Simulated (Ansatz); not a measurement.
# CH3NSSi: the cost of one run

The runs use Ansatz 0.2.0, Gaussian basis; unrestricted cation, the program's frozen cores in correlated methods.

The runs, in order: UKS PBE-D4/def2-TZVPP; UKS r2SCAN-D4/def2-TZVPP; UKS PBE0-D4/def2-TZVPP; UKS B3LYP-D4/def2-TZVPP; UKS wB97X-V/def2-TZVPP; UKS wB97M-V/def2-TZVPP; UKS B2PLYP/def2-TZVPP; UHF-CCSD(T)/def2-TZVPP; UHF-CCSD(T)/def2-QZVPP; extrapolation to the limit; then −ε(HOMO) from the neutral's earlier runs with LDA (SPW92), PBE-D4, revPBE-D4, BLYP-D4, r2SCAN-D4, B97M-V, PBE0-D4, B3LYP-D4, r2SCANh-D4, r2SCAN0-D4, HSE06-D4, BHLYP-D4, CAM-B3LYP-D4, LC-ωPBE, ωB97X-V, ωB97M-V.

2 further runs of the same task are left out: 2 that didn't finish.

**1. The geometry**

An earlier PBE0-D4 in a triple-zeta def2 set relaxation fixed the geometry.

SMILES `[SiH3]N=C=S`, 7 atoms, charge 0, spin multiplicity 1.

Atoms are counted from 1 here; the program's logs count them from 0.

Bond lengths: Si1–N2 1.712 Å, Si1–H5 1.481 Å, Si1–H6 1.481 Å, Si1–H7 1.481 Å, N2–C3 1.187 Å, C3–S4 1.568 Å. Angles: N2–Si1–H5 108.5°, N2–Si1–H6 108.5°, N2–Si1–H7 108.5°, H5–Si1–H6 110.4°, H5–Si1–H7 110.4°, H6–Si1–H7 110.4°, Si1–N2–C3 180.0°, N2–C3–S4 180.0°.

As a file:

```xyz
7

Si   -0.2984    0.9953   -0.3468
N     0.1682   -0.5605    0.1949
C     0.4916   -1.6392    0.5710
S     0.9185   -3.0636    1.0675
H    -0.9682    0.8547   -1.6605
H    -1.2282    1.5800    0.6471
H     0.9164    1.8333   -0.4733
```

**2. Cation, UKS PBE-D4/def2-TZVPP**

Input file in.yaml:

```yaml
crystal:
  periodic: [false, false, false]
  atoms:
    - {symbol: Si, position_ang: [-0.298403, 0.995312, -0.346803]}
    - {symbol: N, position_ang: [0.168190, -0.560516, 0.194906]}
    - {symbol: C, position_ang: [0.491571, -1.639241, 0.570995]}
    - {symbol: S, position_ang: [0.918550, -3.063589, 1.067546]}
    - {symbol: H, position_ang: [-0.968193, 0.854715, -1.660468]}
    - {symbol: H, position_ang: [-1.228152, 1.579993, 0.647099]}
    - {symbol: H, position_ang: [0.916446, 1.833326, -0.473276]}
basis:
  gaussian: {orbitals: def2-TZVPP}
total_charge: 1
magnetization: {spin_polarized: true, initial_magnetization: 1}
hamiltonian: {xc: pbe, dispersion: d4}
```

Launch:

```sh
$ ansatz run in.yaml --threads 2 --pin off --events-out ev --progress --plain --max-ram 32768MiB --backend cpu
```

What time and memory should one allow on 2 threads of AMD EPYC 7R13, shared host?

About 52 s, with a peak of 0.5 GiB.
